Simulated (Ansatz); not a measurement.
# C2H9AlSi: up Jacob's ladder to CCSD(T)

An exercise on one series of results from a longer session: the logs are not shown, and one member is left open.

Computed with Ansatz 0.2.0, Gaussian basis. Level: functionals in def2-TZVPP, the program's frozen cores in correlated methods.

Plan: PBE-D4, r2SCAN-D4, PBE0-D4, B3LYP-D4, ωB97X-V, ωB97M-V, B2PLYP; CCSD(T)/def2-TZVPP; MP2/def2-QZVPP; extrapolation to the limit.

### The geometry

An earlier PBE0-D4 in a triple-zeta def2 set relaxation fixed the geometry.

SMILES `C[SiH2][CH2][AlH2]`, 13 atoms, charge 0, spin multiplicity 1.

Atoms are counted from 1 here; the program's logs count them from 0.

Bond lengths: C1–Si2 1.872 Å, C1–H5 1.093 Å, C1–H6 1.093 Å, C1–H7 1.092 Å, Si2–C3 1.870 Å, Si2–H8 1.496 Å, Si2–H9 1.491 Å, C3–Al4 1.945 Å, C3–H10 1.096 Å, C3–H11 1.095 Å, Al4–H12 1.588 Å, Al4–H13 1.590 Å. Angles: Si2–C1–H5 110.7°, Si2–C1–H6 111.3°, Si2–C1–H7 111.0°, H5–C1–H6 107.8°, H5–C1–H7 108.0°, H6–C1–H7 108.0°, C1–Si2–C3 111.0°, C1–Si2–H8 108.8°, C1–Si2–H9 109.5°, C3–Si2–H8 109.2°, C3–Si2–H9 111.5°, H8–Si2–H9 106.6°, Si2–C3–Al4 112.1°, Si2–C3–H10 107.4°, Si2–C3–H11 108.8°, Al4–C3–H10 110.8°, Al4–C3–H11 109.4°, H10–C3–H11 108.1° and more.

The first run:

in.yaml

```yaml
crystal:
  periodic: [false, false, false]
  atoms:
    - {symbol: C, position_ang: [-1.660920, 0.182541, 0.897975]}
    - {symbol: Si, position_ang: [-0.365455, -1.020655, 0.283769]}
    - {symbol: C, position_ang: [1.296641, -0.181497, 0.106176]}
    - {symbol: Al, position_ang: [1.353451, 1.013018, -1.428346]}
    - {symbol: H, position_ang: [-1.395123, 0.563520, 1.887353]}
    - {symbol: H, position_ang: [-1.758058, 1.038929, 0.225661]}
    - {symbol: H, position_ang: [-2.637811, -0.300209, 0.974143]}
    - {symbol: H, position_ang: [-0.793127, -1.553102, -1.047379]}
    - {symbol: H, position_ang: [-0.292938, -2.189846, 1.206879]}
    - {symbol: H, position_ang: [1.487560, 0.369222, 1.034819]}
    - {symbol: H, position_ang: [2.070566, -0.948954, -0.000326]}
    - {symbol: H, position_ang: [2.086095, 0.565652, -2.763920]}
    - {symbol: H, position_ang: [0.629621, 2.426682, -1.361902]}
basis:
  gaussian: {orbitals: def2-TZVPP}
hamiltonian: {xc: pbe, dispersion: d4}
output: {forces: true, orbitals: {seedname: orbitals}}
```

Run with:

```
ansatz run in.yaml --threads 4 --pin off --events-out ev --progress --plain --max-ram 10444MiB
```

Steps of the session up to this table: PBE-D4 (GGA); r2SCAN-D4 (meta-GGA); PBE0-D4 (hybrid); B3LYP-D4 (hybrid); ωB97X-V (range-separated); ωB97M-V (range-separated); B2PLYP (double hybrid); CCSD(T) in def2-TZVPP; MP2 in def2-QZVPP.

One table of the session follows, with a row left open; its other results are not shown here.

It belongs to the step «Atomisation energies». 

| method | atomisation energy (kJ/mol) |
| --- | --- |
| PBE-D4 | ? |
| r2SCAN-D4 | 4342.0 |
| PBE0-D4 | 4313.8 |
| B3LYP-D4 | 4333.6 |
| ωB97X-V | 4355.0 |
| ωB97M-V | 4347.1 |
| B2PLYP | 4282.9 |
| HF/def2-TZVPP | 3336.9 |
| MP2/def2-TZVPP | 4244.1 |
| CCSD/def2-TZVPP | 4206.1 |
| CCSD(T)/def2-TZVPP | 4245.2 |
| MP2/CBS | 4339.6 |
| CCSD(T)/CBS | 4340.7 |

Estimate the missing values for PBE-D4.

The run gave: atomisation energy (kJ/mol): 4327.8. In the column «atomisation energy (kJ/mol)» it lies between PBE0-D4 (4313.8) and B3LYP-D4 (4333.6).
